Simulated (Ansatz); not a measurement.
# ClFGaH3: the cost of one run

All numbers below are computed with Ansatz 0.2.0 (RKS B3LYP-D4/def2-SVP).

## (1) The structure to begin with

Bond lengths: Ga1–H3 1.570 Å, Ga1–Cl4 2.240 Å, Ga1–F5 2.000 Å. Angles: H3–Ga1–Cl4 120.0°, H3–Ga1–F5 105.6°, Cl4–Ga1–F5 92.7°.

Structure file:

```xyz
6

Ga    0.0000    0.0000    0.0000
H     0.0000    0.0000    1.9200
H     1.3596    0.0000   -0.7850
Cl   -1.9398    0.0000   -1.1200
F    -0.2561   -1.8806    0.6306
H    -0.1372   -1.0075    1.7717
```

## (2) Pulling towards end A

Springs on the bonds that form and break draw the guess towards this end; the thresholds are loose.

The input, input.yaml:

```yaml
crystal:
  periodic: [false, false, false]
  atoms:
    - { symbol: Ga, position_ang: [0.0, 0.0, 0.0] }
    - { symbol: H, position_ang: [0.0, 0.0, 1.92] }
    - { symbol: H, position_ang: [1.3596, 0.0, -0.785] }
    - { symbol: Cl, position_ang: [-1.9398, 0.0, -1.12] }
    - { symbol: F, position_ang: [-0.2561, -1.8806, 0.6306] }
    - { symbol: H, position_ang: [-0.1372, -1.0075, 1.7717] }
basis:
  gaussian: { orbitals: def2-SVP }
hamiltonian:
  xc: b3lyp
  dispersion: d4
relax:
  f_tol: 0.15
  max_steps: 25
  restrain:
    - { distance: [0, 4], at: 2.9, k: 30.0 }
    - { distance: [5, 1], at: 1.86, k: 30.0 }
    - { distance: [0, 1], at: 1.57, k: 30.0 }
    - { distance: [5, 4], at: 0.92, k: 30.0 }
output:
  orbitals: {}
```

The run is started by

```
$ ansatz run input.yaml --threads 1 --pin off --max-ram 2048MiB --backend cpu --events-out ev --progress --plain --runs-dir out
```

**Question.** How long does this run take on 1 thread of Arm Neoverse V1, shared host, and how much memory does it need?

About 30 s, with a peak of 0.16 GiB.
